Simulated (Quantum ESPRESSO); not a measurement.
## GaF: phonons with PBE

The system is GaF.

```xyz
2
Lattice="0.0000 2.8462 2.8462 2.8462 0.0000 2.8462 2.8462 2.8462 0.0000" Properties=species:S:1:pos:R:3 pbc="T T T"
Ga    1.4231    1.4231    1.4231
F     0.0000    0.0000    0.0000
```

The cell was built by a generator and needn't be a form met in nature.

```yaml
Program: Quantum ESPRESSO 7.5
Task: phonons
Functional: PBE
Potentials_or_basis: Ansatz NC SR PBE
Cutoff: 1320 eV
Density_cutoff: 5279 eV
k_mesh: 4 × 4 × 4, shifted
Occupations: fermi-dirac, width 0.05 eV
Spin: no spin polarisation
Mixing_beta: 0.5
Most_SCF_iterations: 120
SCF_threshold: 4e-10 Ry
```

The pressure after relaxing is 0.0 GPa, the electronic dielectric tensor (diagonal) is 3.86 and the born charges (mean of the diagonal) is Ga +1.50; F -1.50 e. The highest phonon frequency at Γ, LO-TO splitting left out is 65 cm⁻¹. The static dielectric tensor (diagonal) is 42.72.

Levels at points of the mesh, in eV from the valence-band top:
| k point | band 7 | band 8 | band 9 | band 10 | band 11 | band 12 | band 13 | band 14 |
| --- | --- | --- | --- | --- | --- | --- | --- | --- |
| (0.12, 0.12, 0.12) | -4.16 | -3.13 | -3.13 | -2.61 | 5.79 | 6.68 | 6.68 | 10.89 |

Phonon frequencies in cm⁻¹ (negative: imaginary):
```
              q point        frequencies
(0.000, 0.000, 0.000)  -5 -5 -5 65 65 65
```

Electronic dielectric tensor:
```
3.86 0.00 0.00
0.00 3.86 0.00
0.00 0.00 3.86
```

Born effective charge tensors (e):
atom 1, Ga
```
1.50 0.00 0.00
0.00 1.50 0.00
0.00 0.00 1.50
```
atom 2, F
```
-1.50  0.00  0.00
 0.00 -1.50  0.00
 0.00  0.00 -1.50
```

Optical modes at Γ, degenerate ones joined, polar ones without the macroscopic field:
| cm⁻¹ | components | symmetry | active in | IR intensity, summed ((D/Å)²/amu) |
| --- | --- | --- | --- | --- |
| 64 | 3 | T2 | IR and Raman | 10.41 |

Zone-centre frequencies without and with the macroscopic field along z (cm⁻¹):
```
                optical modes in rising order
       without                       64 64 64
with the field                      64 64 214
```

Static dielectric tensor, electrons and zone-centre modes:
```
42.72  0.00  0.00
 0.00 42.72  0.00
 0.00  0.00 42.72
```

It took 5.9 min on 1 thread of Arm Neoverse V1, with other jobs on the host, peak memory 0.11 GiB.
